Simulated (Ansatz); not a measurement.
# GaHCl₂ + NH₃: a complex and its separated parts

The complex below is one end of an elementary step. How strongly is it bound against its free parts?

Computed with Ansatz 0.2.0, Gaussian basis. Level: PBE0-D4/def2-TZVP structures, single points in def2-TZVPP, no counterpoise correction.

Levels: SPW92, PBE-D4, BLYP-D4, r2SCAN-D4, B97M-V, PBE0-D4, B3LYP-D4, r2SCAN0-D4, BHLYP-D4, CAM-B3LYP-D4, wB97X-V, wB97M-V, B2PLYP, PBE-QIDH, RPA on PBE, Hartree-Fock, MP2, CCSD, CCSD(T).

Cores are frozen in the correlated methods. Filled d shells of the heavier atoms are correlated. B3LYP uses VWN-RPA correlation. B2PLYP carries no dispersion term here.

94 further runs of the same task are left out: 94 set aside as unsound or not needed.

### 1 The system as given

The complex: 8 atoms, charge 0, spin multiplicity 1.

Atoms are counted from 1 here; the program's logs count them from 0.

Bond lengths: Ga1–H2 1.556 Å, Ga1–Cl3 2.180 Å, Ga1–Cl4 2.180 Å, Ga1–N6 2.099 Å, H5–N6 1.014 Å, N6–H7 1.016 Å, N6–H8 1.016 Å. Angles: H2–Ga1–Cl3 118.8°, H2–Ga1–Cl4 118.8°, H2–Ga1–N6 107.7°, Cl3–Ga1–Cl4 112.9°, Cl3–Ga1–N6 96.5°, Cl4–Ga1–N6 96.5°, Ga1–N6–H5 115.2°, Ga1–N6–H7 107.6°, Ga1–N6–H8 107.6°, H5–N6–H7 108.8°, H5–N6–H8 108.8°, H7–N6–H8 108.6°.

Coordinates:

```mol
Cl2GaH4N
  3D, bonds by distance, orders not assigned

  8  7  0  0  0  0  0  0  0  0999 V2000
   -0.6680   -0.8304   -0.0342 Ga  0  0
   -2.1685   -0.4511    0.1212 H   0  0
    0.0546   -1.4726   -1.9887 Cl  0  0
    0.3337   -1.8457    1.6151 Cl  0  0
   -0.0900    1.7889    0.1923 H   0  0
    0.4523    0.9419    0.0625 N   0  0
    0.9796    1.0193   -0.8022 H   0  0
    1.1064    0.8498    0.8341 H   0  0
  1  2  8  0
  1  3  8  0
  1  4  8  0
  1  6  8  0
  5  6  8  0
  6  7  8  0
  6  8  8  0
M  END
```

Its parts: GaHCl₂ holds atoms 1, 2, 3, 4; NH₃ holds atoms 5, 6, 7, 8. Each part counts its atoms afresh in its own runs.

### 2 Relaxing GaHCl₂ alone

Contents of relax-a/in.yaml:

```yaml
crystal:
  periodic: [false, false, false]
  atoms:
    - {symbol: Ga, position_ang: [-0.667971, -0.830353, -0.034239]}
    - {symbol: H, position_ang: [-2.168520, -0.451143, 0.121217]}
    - {symbol: Cl, position_ang: [0.054628, -1.472607, -1.988694]}
    - {symbol: Cl, position_ang: [0.333685, -1.845692, 1.615096]}
basis:
  gaussian: {orbitals: def2-TZVP}
hamiltonian: {xc: pbe0, dispersion: d4}
relax: {f_tol: 0.005, max_steps: 200}
```

Started as:

```console
$ ansatz run in.yaml --threads 4 --pin off --events-out ev --progress --plain --max-ram 9574MiB
```

Further steps of the session: Relaxing NH₃ alone; SPW92/def2-TZVPP; PBE-D4/def2-TZVPP; BLYP-D4/def2-TZVPP; r2SCAN-D4/def2-TZVPP; B97M-V/def2-TZVPP; PBE0-D4/def2-TZVPP; B3LYP-D4/def2-TZVPP; r2SCAN0-D4/def2-TZVPP; BHLYP-D4/def2-TZVPP; CAM-B3LYP-D4/def2-TZVPP; wB97X-V/def2-TZVPP; wB97M-V/def2-TZVPP; B2PLYP/def2-TZVPP; PBE-QIDH/def2-TZVPP; RPA on PBE/def2-TZVPP; CCSD(T)/def2-TZVPP; Vibrations of GaHCl₂; Vibrations of NH₃.

Q: Predict the outcome of this session. Wanted: complex less parts, CCSD(T)/def2-TZVPP; with zero-point energy; largest T1 diagnostic.

**Answer**, as computed:

```
                              quantity          value
complex less parts, CCSD(T)/def2-TZVPP  -126.3 kJ/mol
                with zero-point energy  -114.4 kJ/mol
                 largest T1 diagnostic          0.011
```

**Reading.** At CCSD(T) the complex lies 126.3 kJ/mol below its parts. wB97X-V is the best functional here (0.0 kJ/mol from CCSD(T)); SPW92 is the worst (-19.3 kJ/mol). By rung, the mean size of the error is: LDA 19.3, GGA 10.7, meta-GGA 3.4, hybrid 3.7, range-separated hybrid 0.9, double hybrid 7.1 kJ/mol. PBE-D4 gives a relative energy 6.8 kJ/mol too high, outside chemical accuracy (1 kcal/mol, 4.2 kJ/mol). The complex's frequency run has imaginary modes: the structure is no minimum, so both the energy and the zero-point correction are in doubt. No counterpoise was applied, and triple zeta lacks some correlation, so the CCSD(T) reference has a basis error of its own, and close matches with it are partly luck.
